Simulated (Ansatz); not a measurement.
# C₂H₇InSi: how energies converge with the basis set

An exercise on one series of results from a longer session: the logs are not shown, and one member is left open.

Computed with Ansatz 0.2.0, Gaussian basis. Level: one geometry, several basis sets.

The runs, in order: PBE0-D4/def2-SVP; ωB97M-V/def2-SVP; PBE0-D4/def2-QZVPP; ωB97M-V/def2-QZVPP; the functionals' def2-TZVPP values are taken from earlier runs.

## Structure used throughout

The geometry comes from an earlier relaxation with PBE0-D4 in a triple-zeta def2 set; it is a stationary point, not always the lowest conformer. In takes the def2 core potential; no spin-orbit term is included.

SMILES `C=[C]([SiH3])[InH2]`, 11 atoms, charge 0, spin multiplicity 1.

Atoms are counted from 1 here; the program's logs count them from 0.

Bond lengths: C1–C2 1.338 Å, C1–H5 1.090 Å, C1–H6 1.092 Å, C2–Si3 1.855 Å, C2–In4 2.153 Å, Si3–H7 1.490 Å, Si3–H8 1.490 Å, Si3–H9 1.491 Å, In4–H10 1.728 Å, In4–H11 1.722 Å. Angles: C2–C1–H5 123.0°, C2–C1–H6 122.3°, H5–C1–H6 114.7°, C1–C2–Si3 120.7°, C1–C2–In4 116.7°, Si3–C2–In4 122.5°, C2–Si3–H7 110.3°, C2–Si3–H8 110.3°, C2–Si3–H9 111.2°, H7–Si3–H8 107.1°, H7–Si3–H9 108.9°, H8–Si3–H9 108.9°, C2–In4–H10 114.4°, C2–In4–H11 122.1°, H10–In4–H11 123.5°.

The first run:

Input file in.yaml:

```yaml
crystal:
  periodic: [false, false, false]
  atoms:
    - {symbol: C, position_ang: [-0.546976, 1.507503, 0.134119]}
    - {symbol: C, position_ang: [-0.086094, 0.259714, -0.009631]}
    - {symbol: Si, position_ang: [-0.043271, -0.906866, 1.431880]}
    - {symbol: In, position_ang: [0.589314, -0.303143, -1.974620]}
    - {symbol: H, position_ang: [-0.588594, 2.223871, -0.686817]}
    - {symbol: H, position_ang: [-0.912722, 1.888432, 1.090166]}
    - {symbol: H, position_ang: [1.351229, -1.366141, 1.683924]}
    - {symbol: H, position_ang: [-0.857239, -2.119845, 1.140078]}
    - {symbol: H, position_ang: [-0.569184, -0.256461, 2.666482]}
    - {symbol: H, position_ang: [0.461311, 0.948752, -3.159210]}
    - {symbol: H, position_ang: [1.202234, -1.875805, -2.316370]}
basis:
  gaussian: {orbitals: def2-SVP}
hamiltonian: {xc: pbe0, dispersion: d4}
output: {orbitals: {seedname: orbitals}}
```

Started as:

```
ansatz run in.yaml --threads 4 --pin off --events-out ev --progress --plain --max-ram 10444MiB
```

Steps of the session up to this table: PBE0-D4 in def2-SVP; ωB97M-V in def2-SVP; PBE0-D4 in def2-QZVPP; ωB97M-V in def2-QZVPP.

One table of the session follows, with a row left open; its other results are not shown here.

It belongs to the step «Functionals by basis». 

| functional | basis | HOMO (eV) | LUMO (eV) |
| --- | --- | --- | --- |
| PBE0-D4 | def2-SVP | -7.29 | -1.85 |
| PBE0-D4 | def2-TZVPP | -7.29 | -1.90 |
| PBE0-D4 | def2-QZVPP | -7.30 | -1.91 |
| ωB97M-V | def2-SVP | -9.37 | -0.21 |
| ωB97M-V | def2-TZVPP | -9.40 | -0.35 |
| ωB97M-V | def2-QZVPP | ? | ? |

**Question.** Estimate the row for ωB97M-V, def2-QZVPP.

As computed: HOMO (eV): -9.41; LUMO (eV): -0.38. In the column «HOMO (eV)» it is the lowest.
